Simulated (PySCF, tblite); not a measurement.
# H6O3SSi3, a small molecule taken as a stand-in for a surface group (silica 3-ring): NMR shifts, core binding energies and electronic excitations

Aim: the NMR shifts, core binding energies and electronic excitations of `S[SiH]1O[SiH2]O[SiH2]O1`.

Computed with tblite 0.8.0 and PySCF 2.14.0; each step states its level. No surroundings beyond the atoms listed, unless a continuum is named. Atoms count from 0, parts from 1.

### 1 The system as given

13 atoms, charge 0, multiplicity 1; geometry: distance geometry start.

### 2 Relaxing the cluster with GFN2-xTB

The job: settings as JSON, then the geometry in Å.

```
{"job": {"kind": "relax", "xc": "GFN2-xTB", "basis": "xTB"}, "charge": 0, "multiplicity": 1}
O     -0.927659     0.732174     0.044611
Si    -0.118086     0.607572    -1.513258
O      0.916563    -0.801896    -1.534115
Si     1.753582    -1.473367    -0.127627
O      0.776987    -1.210646     1.320350
Si    -0.237455     0.196538     1.600578
S      0.921846     1.788402     2.462358
H      0.707374     1.779961    -1.726234
H     -1.069692     0.534768    -2.533923
H      3.024984    -0.878426     0.026631
H      1.932036    -2.887564    -0.302424
H     -1.312467    -0.151404     2.462931
H      0.808288     3.108766     2.106853
```

Level: GFN2-xTB geometry optimisation, gas phase.

Command:

```bash
> OMP_NUM_THREADS=1 python cluster_run.py task.json out
```

One launch serves the whole session: the jobs run in the order shown.

The program printed:

```text
step      E/eV     max force
  0    -652.71283    3.557
  1    -653.41409    2.309
  2    -653.95966    1.499
  3    -654.07702    0.917
  4    -654.28055    0.830
  5    -654.32175    0.669
  6    -654.51262    1.028
  7    -654.56081    0.958
  8    -654.60640    0.355
  9    -654.61588    0.360
 10    -654.63857    0.419
 11    -654.65500    0.407
 12    -654.66827    0.274
 13    -654.67534    0.205
 14    -654.67963    0.154
 15    -654.68327    0.221
 16    -654.68737    0.214
 17    -654.69213    0.192
 18    -654.69735    0.243
 19    -654.70126    0.179
 20    -654.70371    0.155
 21    -654.70607    0.155
 22    -654.70946    0.190
 23    -654.71338    0.203
 24    -654.71647    0.153
 25    -654.71855    0.146
 26    -654.72090    0.169
 27    -654.72421    0.225
 28    -654.72749    0.206
 29    -654.72974    0.131
 30    -654.73126    0.109
 31    -654.73281    0.147
 32    -654.73499    0.176
 33    -654.73751    0.164
 34    -654.73930    0.099
 35    -654.74034    0.092
 36    -654.74163    0.124
 37    -654.74371    0.176
 38    -654.74641    0.184
 39    -654.74883    0.123
 40    -654.75021    0.082
 41    -654.75071    0.067
 42    -654.75096    0.064
 43    -654.75125    0.066
 44    -654.75167    0.063
 45    -654.75236    0.071
 46    -654.75324    0.080
 47    -654.75375    0.054
 48    -654.75394    0.029
 49    -654.75405    0.029
 50    -654.75421    0.043
 51    -654.75442    0.049
 52    -654.75461    0.037
 53    -654.75473    0.024
 54    -654.75481    0.025
 55    -654.75489    0.035
 56    -654.75501    0.038
 57    -654.75520    0.037
 58    -654.75547    0.047
 59    -654.75576    0.045
 60    -654.75598    0.036
 61    -654.75613    0.031
 62    -654.75631    0.033
 63    -654.75655    0.036
 64    -654.75692    0.050
 65    -654.75740    0.055
 66    -654.75791    0.056
 67    -654.75838    0.063
 68    -654.75870    0.048
 69    -654.75894    0.038
 70    -654.75914    0.031
 71    -654.75928    0.025
 72    -654.75936    0.021
 73    -654.75943    0.021
 74    -654.75950    0.026
 75    -654.75954    0.022
 76    -654.75958    0.014
 77    -654.75961    0.012
 78    -654.75962    0.010
 79    -654.75963    0.009
 80    -654.75964    0.010
 81    -654.75966    0.010
 82    -654.75968    0.010
 83    -654.75969    0.009
 84    -654.75970    0.009
 85    -654.75971    0.009
 86    -654.75972    0.009
 87    -654.75973    0.009
 88    -654.75974    0.011
 89    -654.75975    0.009
 90    -654.75976    0.008
```

It took 3.4 s on 1 thread of Arm Neoverse V1, shared host.

Relaxation path:

```csv
step,energy from step 0 (eV),largest force (eV/Å)
0,0.0000,3.5579
3,-1.3642,0.9171
6,-1.7998,1.0276
9,-1.9030,0.3601
12,-1.9554,0.2743
15,-1.9704,0.2206
18,-1.9845,0.2435
21,-1.9932,0.1551
24,-2.0036,0.1525
27,-2.0114,0.2253
30,-2.0184,0.1087
33,-2.0247,0.1638
36,-2.0288,0.1241
39,-2.0360,0.1232
42,-2.0381,0.0635
45,-2.0395,0.0707
48,-2.0411,0.0292
51,-2.0416,0.0487
54,-2.0420,0.0252
57,-2.0424,0.0370
60,-2.0431,0.0354
63,-2.0437,0.0356
66,-2.0451,0.0561
69,-2.0461,0.0374
72,-2.0465,0.0209
75,-2.0467,0.0216
78,-2.0468,0.0105
81,-2.0468,0.0102
84,-2.0469,0.0088
87,-2.0469,0.0094
90,-2.0469,0.0078
```

Close pairs (by a distance rule), those that changed most:

```csv
bond,before (Å),after (Å),change (Å)
O0–Si5,1.784,1.620,-0.165
O2–Si3,1.769,1.626,-0.144
O4–Si5,1.757,1.614,-0.143
Si3–O4,1.766,1.630,-0.136
O0–Si1,1.760,1.631,-0.130
Si1–O2,1.749,1.624,-0.125
Si1–H8,1.397,1.452,+0.054
S6–H12,1.372,1.325,-0.047
```

### 3 Geometry optimisation at PBE0-D3(BJ)/def2-SVP

The job: settings as JSON, then the geometry in Å.

```
{"job": {"xc": "PBE0", "basis": "def2-SVP", "d3": "d3bj", "grid": 2, "kind": "geom", "shake": 0.01}, "charge": 0, "multiplicity": 1}
O     -0.929503     0.903016    -0.108697
Si    -0.547783     0.504930    -1.637148
O      0.459877    -0.752610    -1.579439
Si     1.191860    -1.537837    -0.326045
O      0.536397    -0.946285     1.050351
Si    -0.559118     0.228517     1.288849
S      0.326439     1.696904     2.546470
H      0.198610     1.650336    -2.181492
H     -1.760611     0.041672    -2.250808
H      2.571758    -1.222569    -0.305845
H      0.695273    -2.919501    -0.389262
H     -1.749658    -0.387083     1.832507
H     -0.423331     2.723137     2.067964
```

The program printed:

```text
step   0  E = -1494.92042708  max force = 0.036554
step   1  E = -1494.93638983  max force = 0.010386
step   2  E = -1494.93672535  max force = 0.001844
step   3  E = -1494.93686641  max force = 0.002274
step   4  E = -1494.93705965  max force = 0.005264
step   5  E = -1494.93734928  max force = 0.007538
step   6  E = -1494.93757241  max force = 0.005228
step   7  E = -1494.93780304  max force = 0.001485
step   8  E = -1494.93781763  max force = 0.000832
step   9  E = -1494.93783627  max force = 0.000861
step  10  E = -1494.93784755  max force = 0.001414
step  11  E = -1494.93786804  max force = 0.001600
step  12  E = -1494.93788173  max force = 0.000913
step  13  E = -1494.93788815  max force = 0.000335
optimisation converged
```

Run time: 3 min. Hardware: 1 thread of Arm Neoverse V1, shared host; peak memory 0.76 GiB.

Step by step:

```csv
step,energy from step 0 (eV),largest force component (eV/Å)
0,0.0000,1.8797
1,-0.4344,0.5341
2,-0.4435,0.0948
3,-0.4473,0.1169
4,-0.4526,0.2707
5,-0.4605,0.3876
6,-0.4665,0.2688
7,-0.4728,0.0764
8,-0.4732,0.0428
9,-0.4737,0.0443
10,-0.4740,0.0727
11,-0.4746,0.0823
12,-0.4750,0.0469
13,-0.4751,0.0172
```

Close pairs (by a distance rule), those that changed most:

```csv
bond,before (Å),after (Å),change (Å)
Si3–H9,1.416,1.485,+0.069
O0–Si5,1.595,1.660,+0.064
Si1–O2,1.612,1.662,+0.049
Si1–H8,1.436,1.484,+0.048
O0–Si1,1.625,1.668,+0.043
Si5–H11,1.446,1.479,+0.033
O4–Si5,1.624,1.656,+0.032
Si3–O4,1.635,1.667,+0.032
```

The final coordinates are the input of the step that follows.

```csv
at the end point,value
point group (found at 0.08 Å tolerance),C1
"rotational constants (GHz, main isotopes)","1.873, 1.026, 0.787"
dipole moment (D),1.00
```

### 4 Shielding tensors: PBE0/pcSseg-1

The job: settings as JSON, then the geometry in Å.

```
{"job": {"kind": "nmr", "xc": "PBE0", "basis": "pcSseg-1"}, "charge": 0, "multiplicity": 1}
O     -1.216853     0.704405    -0.116175
Si    -0.630651     0.473767    -1.660374
O      0.535554    -0.706558    -1.566009
Si     1.185439    -1.562993    -0.298130
O      0.474212    -0.993836     1.097749
Si    -0.575624     0.262013     1.349358
S      0.604720     1.831835     2.178546
H     -0.024245     1.730494    -2.169691
H     -1.745232     0.014747    -2.526704
H      2.650950    -1.331826    -0.242349
H      0.863392    -3.004597    -0.450068
H     -1.690363    -0.147867     2.230638
H     -0.420803     2.712871     2.180529
```

With the program's defaults for keys left out, this is: GIAO PBE0/pcSseg-1 NMR shielding, non-relativistic, gas phase.

The program printed:

```text
coarse grid: 13480 points
cycle   1  E = -1495.1089374745  dE =  9.316e-01  |g| = 1.201e+00  |ddm| = 3.575e+00
cycle   2  E = -1494.7470492018  dE =  3.619e-01  |g| = 1.839e+00  |ddm| = 2.148e+00
cycle   3  E = -1495.3588119773  dE = -6.118e-01  |g| = 9.943e-02  |ddm| = 1.470e+00
cycle   4  E = -1495.3607775453  dE = -1.966e-03  |g| = 4.335e-02  |ddm| = 1.697e-01
cycle   5  E = -1495.3612455918  dE = -4.680e-04  |g| = 7.488e-03  |ddm| = 6.017e-02
cycle   6  E = -1495.3612560290  dE = -1.044e-05  |g| = 2.838e-03  |ddm| = 1.027e-02
cycle   7  E = -1495.3612574113  dE = -1.382e-06  |g| = 1.147e-03  |ddm| = 2.682e-03
final grid: 113384 points
cycle   8  E = -1495.4321139179  dE = -6.502e-06  |g| = 1.082e-02  |ddm| = 1.741e-02
cycle   9  E = -1495.4320911311  dE =  2.279e-05  |g| = 1.579e-02  |ddm| = 1.710e-02
cycle  10  E = -1495.4321329520  dE = -4.182e-05  |g| = 8.970e-04  |ddm| = 1.028e-02
cycle  11  E = -1495.4321331116  dE = -1.596e-07  |g| = 1.574e-04  |ddm| = 1.009e-03
cycle  12  E = -1495.4321331155  dE = -3.945e-09  |g| = 8.070e-05  |ddm| = 1.653e-04
cycle  13  E = -1495.4321331166  dE = -1.092e-09  |g| = 1.637e-05  |ddm| = 6.403e-05
cycle  14  E = -1495.4321331167  dE = -6.139e-11  |g| = 3.949e-06  |ddm| = 2.268e-05
converged SCF energy = -1495.4321331167

GIAO shielding tensors (ppm)
atom      isotropic    diamagn.    paramagn.     s11        s22        s33       span
  0 O      216.178     403.455    -187.277    170.926    213.168    264.439     93.513
  1 Si     384.361     879.913    -495.551    355.712    392.816    404.555     48.844
  2 O      250.776     402.243    -151.467    186.052    225.125    341.150    155.099
  3 Si     383.156     879.643    -496.487    354.496    390.356    404.614     50.118
  4 O      236.690     402.444    -165.754    184.961    224.274    300.834    115.874
  5 Si     373.658     880.325    -506.667    343.151    367.666    410.157     67.005
  6 S      664.350    1058.236    -393.886    578.821    626.472    787.758    208.937
  7 H       25.989      29.340      -3.351     22.920     23.808     31.239      8.320
  8 H       26.136      28.484      -2.348     22.912     23.457     32.038      9.126
  9 H       26.048      28.863      -2.815     22.909     23.704     31.531      8.623
 10 H       26.069      28.322      -2.253     22.900     23.388     31.917      9.017
 11 H       25.703      28.232      -2.528     21.501     23.551     32.058     10.557
 12 H       30.472      29.294       1.177     23.438     27.064     40.913     17.475
```

Wall time 31 s (1 thread of Arm Neoverse V1, shared host); peak memory 1 GiB.

Shifts follow as δ = σ(reference) − σ, with reference shieldings (ppm) from runs at the same level and on the same kind of geometry: 1H TMS 31.27, 29Si TMS 352.0, 17O H2O 334.6, 33S CS2 496. The references are single molecules in the gas phase, so shifts against H2O, NH3, PH3, H3PO4 or CFCl3 are not on the usual liquid scales and can be off by tens of ppm.

```csv
atoms,environment,σ (ppm),δ (ppm)
H11,"hydrogen on a silicon bonded to 2 O, S",25.70,5.56
H7,hydrogen on a silicon bonded to 2 O,25.99,5.28
H9,hydrogen on a silicon bonded to 2 O,26.05,5.22
H10,hydrogen on a silicon bonded to 2 O,26.07,5.20
H8,hydrogen on a silicon bonded to 2 O,26.14,5.13
H12,hydrogen on a sulfur bonded to Si,30.47,0.80
O0,oxygen bonded to 2 Si,216.2,118.4
O4,oxygen bonded to 2 Si,236.7,97.9
O2,oxygen bonded to 2 Si,250.8,83.8
Si5,"silicon bonded to 2 O, S, H",373.7,-21.7
Si3,"silicon bonded to 2 O, 2 H",383.2,-31.2
Si1,"silicon bonded to 2 O, 2 H",384.4,-32.4
S6,"sulfur bonded to Si, H",664,-169
```

Charges from the same density, by scheme (e):

```csv
atoms,Mulliken,IAO,Hirshfeld,ESP fit
O0,-0.76,-0.88,-0.32,-0.47
Si1,1.04,1.19,0.47,0.80
O2,-0.77,-0.88,-0.32,-0.55
Si3,1.04,1.19,0.47,0.80
O4,-0.76,-0.88,-0.32,-0.41
Si5,1.04,1.22,0.44,0.53
S6,-0.38,-0.33,-0.13,-0.35
```

Mayer bond orders: O0–Si1 0.90, Si1–O2 0.91, O2–Si3 0.91, Si3–O4 0.90, O4–Si5 0.93, Si5–S6 1.05, Si5–O0 0.93.

Ring of atoms O0, Si1, O2, Si3, O4, Si5: NICS(0) -2.2, NICS(1) -0.1, NICS(1)zz 3.6 ppm (means of both faces).

The fields below are evaluated on a grid from the run's orbitals.

Frontier orbitals at PBE0/pcSseg-1, with the share of their density that lies nearest to each atom:

```csv
orbital,energy (eV),lies on
HOMO,-7.78,S6 81 %; H12 9 %
LUMO,0.27,H12 27 %; S6 22 %; O4 13 %
```

ELF in a plane through or near 4 of the atoms.

Values, 10 rows by 14 columns:
```
0.00 0.00 0.00 0.00 0.00 0.00 0.00 0.00 0.00 0.00 0.00 0.00 0.00 0.00
0.00 0.00 0.00 0.00 0.03 0.37 0.15 0.00 0.00 0.00 0.00 0.00 0.00 0.00
0.00 0.00 0.00 0.00 0.82 1.00 0.97 0.09 0.00 0.00 0.00 0.00 0.00 0.00
0.00 0.00 0.00 0.00 0.04 0.75 0.15 0.51 0.75 0.42 0.00 0.00 0.00 0.00
0.00 0.00 0.00 0.02 0.52 0.58 0.22 0.80 0.68 0.29 0.01 0.01 0.00 0.00
0.00 0.00 0.00 0.02 0.16 0.39 0.09 0.26 0.80 0.07 0.12 0.05 0.00 0.00
0.00 0.00 0.07 0.99 1.00 0.16 0.81 0.73 0.16 0.32 0.15 0.10 0.00 0.00
0.00 0.00 0.02 0.90 0.98 0.17 0.41 0.76 0.12 0.02 0.06 0.01 0.00 0.00
0.00 0.00 0.00 0.00 0.01 0.00 0.00 0.01 0.00 0.00 0.00 0.00 0.00 0.00
0.00 0.00 0.00 0.00 0.00 0.00 0.00 0.00 0.00 0.00 0.00 0.00 0.00 0.00
```
The map spans 12.0 Å across and 10.5 Å up, centred on the molecule. Atoms in the plane (x, y in Å): O0 (0.7, 1.0), O4 (0.0, -1.5), Si5 (1.3, -0.5), H10 (-2.6, -1.7).

On the surface of density 0.002 e/bohr³ the electrostatic potential runs, from the 1st to the 99th percentile, from -0.80 V near O4 to 1.56 V near H12.

[end of part 1 of 2]
